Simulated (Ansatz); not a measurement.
# GePSi: the cost of one run

Computed with Ansatz 0.2.0, Gaussian basis. Level: UKS PBE0/def2-TZVP.

## (1) The system as given

3 atoms, charge 0, spin multiplicity 2.

Atoms are counted from 1 here; the program's logs count them from 0.

Bond lengths: Ge1–P2 2.140 Å, P2–Si3 2.057 Å. Angles: Ge1–P2–Si3 160.8°.

The start was built by rule and, where that kept it together, relaxed with GFN2-xTB. Sticks and bond lists go by distance. No spin-orbit coupling is included. 

## (2) The run

Contents of in.yaml:

```yaml
crystal:
  periodic: [false, false, false]
  atoms:
    - {symbol: Ge, position_ang: [-2.083200, -0.116667, 0.000000]}
    - {symbol: P, position_ang: [0.027900, 0.233333, 0.000000]}
    - {symbol: Si, position_ang: [2.055300, -0.116667, 0.000000]}
basis:
  gaussian: {orbitals: def2-TZVP}
magnetization: {spin_polarized: true, initial_magnetization: 1}
hamiltonian: {xc: pbe0}
relax: {f_tol: 0.004, max_steps: 80}
```

On the command line:

```
$ ansatz run in.yaml --threads 1 --pin off --events-out ev --progress --plain --max-ram 2176MiB
```

What time and memory should one allow on 1 thread of Arm Neoverse V2, shared host?

About 2.6 min, with a peak of 0.51 GiB.
